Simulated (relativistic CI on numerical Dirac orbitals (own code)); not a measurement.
**Pd⁵⁺: resonant inelastic X-ray scattering at the M2,3 edge**

Aim: the energy losses and their intensities at the absorption maxima, by the Kramers-Heisenberg formula, for 6 crystal fields.

Method: Dirac-Coulomb-Breit CI, KLI orbitals optimised for each configuration, model QED (radiative potential, 1s self-energy scaled to tabulated hydrogen-like ionisation energies), Kramers-Heisenberg scattering through one core-hole configuration in a parametric crystal field. Code: relativistic CI on numerical Dirac orbitals (own code) version 3.

### Step 1. Starting point

```
ion             : Pd⁵⁺ (Pd VI)
nuclear charge  : 46
electrons       : 41
configurations  : [Kr] 4d5 → [Ne] 3s2 3p5 3d10 4s2 4p6 4d6
temperature     : 300 K
core-hole width : 1.2 eV
field 1 (cm⁻¹)  : Oh, 10Dq = 8500
field 2 (cm⁻¹)  : Oh, 10Dq = 19250
field 3 (cm⁻¹)  : Oh, 10Dq = 29950
field 4 (cm⁻¹)  : Oh, 10Dq = 40650
field 5 (cm⁻¹)  : Oh, 10Dq = 51350
field 6 (cm⁻¹)  : Oh, 10Dq = 62050
```

### Step 2. Field 1: Oh, 10Dq = 8500

Settings of the run:

```ini
atom Pd  Z=46  charge=5  electrons=41
nucleus A=106  rms_radius_fm=4.5318
hamiltonian dirac-coulomb  breit=on  qed=on  c_scale=1
orbitals kli  potential=per-configuration
slater_scale 1
correlation none
mixing on
configurations
  [Kr] 4d5
  [Ne] 3s2 3p5 3d10 4s2 4p6 4d6
end
rixs M2,3 T=300 core_hole_width=1.2
crystal_field Oh 10Dq=8500
```

Run with:

```bash
python run_levels.py task.json out
```

task.json lists these runs, among others, and the program works through them in turn.

### Step 3. Field 2: Oh, 10Dq = 19250

Changes to the settings of step 2:

```diff
@@ -12,2 +12,2 @@
 rixs M2,3 T=300 core_hole_width=1.2
-crystal_field Oh 10Dq=8500
+crystal_field Oh 10Dq=19250
```

### Step 4. Field 3: Oh, 10Dq = 29950

Changes to the settings of step 3:

```diff
@@ -12,2 +12,2 @@
 rixs M2,3 T=300 core_hole_width=1.2
-crystal_field Oh 10Dq=19250
+crystal_field Oh 10Dq=29950
```

### Step 5. Field 4: Oh, 10Dq = 40650

Changes to the settings of step 4:

```diff
@@ -12,2 +12,2 @@
 rixs M2,3 T=300 core_hole_width=1.2
-crystal_field Oh 10Dq=29950
+crystal_field Oh 10Dq=40650
```

### Step 6. Field 5: Oh, 10Dq = 51350

Changes to the settings of step 5:

```diff
@@ -12,2 +12,2 @@
 rixs M2,3 T=300 core_hole_width=1.2
-crystal_field Oh 10Dq=40650
+crystal_field Oh 10Dq=51350
```

### Step 7. Field 6: Oh, 10Dq = 62050

Changes to the settings of step 6:

```diff
@@ -12,2 +12,2 @@
 rixs M2,3 T=300 core_hole_width=1.2
-crystal_field Oh 10Dq=51350
+crystal_field Oh 10Dq=62050
```

(Steps that only read results are left out.)

Before running it: what results should come out? Wanted: incident energies, field 1.

The runs gave:

| field | S, thermal mean | first incident energy (eV) | lowest loss over 0.08 eV (eV) | strongest such loss there (eV) | its level |
| --- | --- | --- | --- | --- | --- |
| 1: Oh | 2.49 | 544.0 | 3.244 | 4.616 | G8, S = 1.5 |
| 2: Oh | 2.47 | 542.6 | 1.646 | 2.003 | G8, S = 1.3 |
| 3: Oh | 0.67 | 540.8 | 0.447 | 0.447 | G8, S = 1.0 |
| 4: Oh | 0.54 | 540.2 | 0.443 | 0.443 | G8, S = 0.5 |
| 5: Oh | 0.52 | 539.7 | 0.431 | 0.431 | G8, S = 0.5 |
| 6: Oh | 0.51 | 539.1 | 0.422 | 0.422 | G8, S = 0.5 |

| quantity | value |
| --- | --- |
| incident energies, field 1 | 544.0, 572.3 eV |
| strongest loss over 0.08 eV, field 1 | 4.62 eV |

In field 1 the strongest loss over 0.08 eV at the first resonance is 4.62 eV (G8, S = 1.5). Spin-orbit coupling in the valence shell mixes spin states, so S is only an average. The ground spin differs between the fields. The first incident energy is the lowest absorption maximum of each field and need not be the same resonance in all. Only the lowest levels kept in the record count, and labels are spin-orbit irreps. Polarisations are summed, and charge-transfer losses are outside the model.
